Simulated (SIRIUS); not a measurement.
# NbTe under changes of volume

One of the cells (21.934 Å³/atom); the others are scaled copies at fixed shape and fractional positions:

```
Te Nb
1.0
     3.70297    0.00000    0.00000
    -1.85149    3.20687    0.00000
     0.00000    0.00000    3.69421
Te Nb
1 1
Direct
  0.66667 0.33333 0.00000
  0.00000 0.00000 0.50000
```

The cell comes from a database or a generator and needn't be the stable form of this composition.

```yaml
Program: SIRIUS 7.10.0
Functional: PBEsol
Potentials_or_basis: PseudoDojo 0.4.1 PBEsol standard (scalar relativistic)
Cutoff: 1127 eV
Density_cutoff: 4507 eV
k_mesh: 8 × 8 × 7
Occupations: fermi-dirac, width 0.05 eV
Spin: no spin polarisation
```

```csv
volume (Å³/atom),energy over the lowest point (meV/atom),pressure (GPa)
20.618,4.71,3.3
21.057,0.00,0.2
21.496,3.11,-2.5
21.934,?,?
22.373,29.41,-7.0
22.812,51.14,-8.9
23.250,77.75,-10.5
```

Question: What does the run at 21.934 Å³/atom give?

Answer: Energy over the lowest point 13.16 meV/atom; pressure -4.8 GPa.

Worked out: A Birch-Murnaghan fit of order 3 (a polynomial in V^(-2/3)) to the other rows has its minimum at 21.09 Å³/atom with B0 = V·E''(V) = 136 GPa and B' = 4.6 at fixed shape and positions, which overstates the stiffness. It gives 13.15 meV/atom at 21.934 Å³/atom, against the run's 13.16, and -dE/dV = -4.8 GPa, against -4.8.

Energies are extrapolated to zero smearing.
